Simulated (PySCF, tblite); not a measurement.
# C4H11BO2: geometry, infrared bands and NMR shifts

Wanted: the infrared bands and NMR shifts of C4H11BO2 (`BC(C)(OC)OC`), by calculation.

Programs: tblite 0.8.0 and PySCF 2.14.0, with density-fitted response routines of our own. Each step states its level of theory. These are calculated values for one molecule in the gas phase, unless marked as measured. Atoms are numbered from 0 throughout.

## 1. Starting geometry

18 atoms, charge 0, multiplicity 1; geometry from: force field or distance geometry start.

Bonds of the start (Å): B0–C1 1.63, C1–C2 1.54, C1–O3 1.43, O3–C4 1.40, C1–O5 1.42, O5–C6 1.42, B0–H7 1.19, B0–H8 1.18, C2–H9 1.10, C2–H10 1.12, C2–H11 1.12, C4–H12 1.11, C4–H13 1.12, C4–H14 1.11, C6–H15 1.12, C6–H16 1.11, C6–H17 1.10.

## 2. Relaxing the molecule with GFN2-xTB

The job: settings as JSON, then the geometry in Å.

```
{"job": {"kind": "relax", "xc": "GFN2-xTB", "basis": "xTB"}, "charge": 0, "multiplicity": 1}
B      1.159900    -1.228300     1.089900
C      0.171400    -0.450100     0.054400
C     -0.375200    -1.538400    -0.883800
O     -0.860300     0.165500     0.822900
C     -1.856000     0.762600     0.034900
O      0.906500     0.489300    -0.716000
C      1.351000     1.609400     0.038100
H      0.954400    -1.180500     2.258500
H      2.106600    -1.804300     0.689400
H      0.433800    -2.114500    -1.358900
H     -0.967800    -1.073200    -1.714100
H     -1.052700    -2.240000    -0.335700
H     -2.609900     0.009600    -0.277300
H     -1.437200     1.285700    -0.865900
H     -2.388500     1.531700     0.640400
H      2.040800     1.310000     0.869200
H      0.501800     2.194700     0.455100
H      1.912600     2.277200    -0.632700
```

On the command line:

```bash
> OMP_NUM_THREADS=1 python probes_run.py task.json out
```

One launch serves the whole session: the jobs run in the order shown.

**Question.** This job is followed by: GFN2-xTB harmonic vibrations, gas phase; GIAO PBE0/pcSseg-1 NMR shielding, non-relativistic, gas phase. What will the session give for the following? strongest single infrared mode (GFN2-xTB); zero-point energy (GFN2-xTB); 13C shifts against TMS (PBE0/pcSseg-1, means over atoms taken as alike); 1H shifts against TMS (PBE0/pcSseg-1, means over atoms taken as alike); 11B shifts against BF3·OEt2 (PBE0/pcSseg-1); 17O shifts against H2O (PBE0/pcSseg-1, means over atoms taken as alike); surface potential, 1st and 99th percentile.

**Answer**, as computed:

| quantity | value |
| --- | --- |
| strongest single infrared mode (GFN2-xTB) | 800 cm⁻¹, 162 km/mol |
| zero-point energy (GFN2-xTB) | 91.6 kcal/mol |
| 13C shifts against TMS (PBE0/pcSseg-1, means over atoms taken as alike) | 113.3, 52.2, 12.6 ppm |
| 1H shifts against TMS (PBE0/pcSseg-1, means over atoms taken as alike) | 7.56, 3.55, 1.03 ppm |
| 11B shifts against BF3·OEt2 (PBE0/pcSseg-1) | 83.8 ppm |
| 17O shifts against H2O (PBE0/pcSseg-1, means over atoms taken as alike) | 57.8 ppm |
| surface potential, 1st and 99th percentile | -1.43 V and 1.38 V |

In words: The optimisation took 99 steps and gained 0.250 eV; among the close pairs (by a distance rule), B0–C1 changed most, from 1.629 to 1.589 Å. All 48 modes are real, so the xTB geometry is a minimum. The strongest single mode, at 800 cm⁻¹, is spread over several atoms, H8, H7, B0 among them. Unscaled tight-binding wavenumbers are off by several per cent, some by more. Its intensities can rank the bands wrongly. At PBE0/pcSseg-1: The widest tensor belongs to B0: span 175 ppm, with a paramagnetic part of -177 ppm. At PBE0/pcSseg-1, counted by nearest atom on the grid, the HOMO lies on O3, O5 about 30 % each; C1 8 %, the LUMO on B0 51 %; H7, H8 about 14 % each.
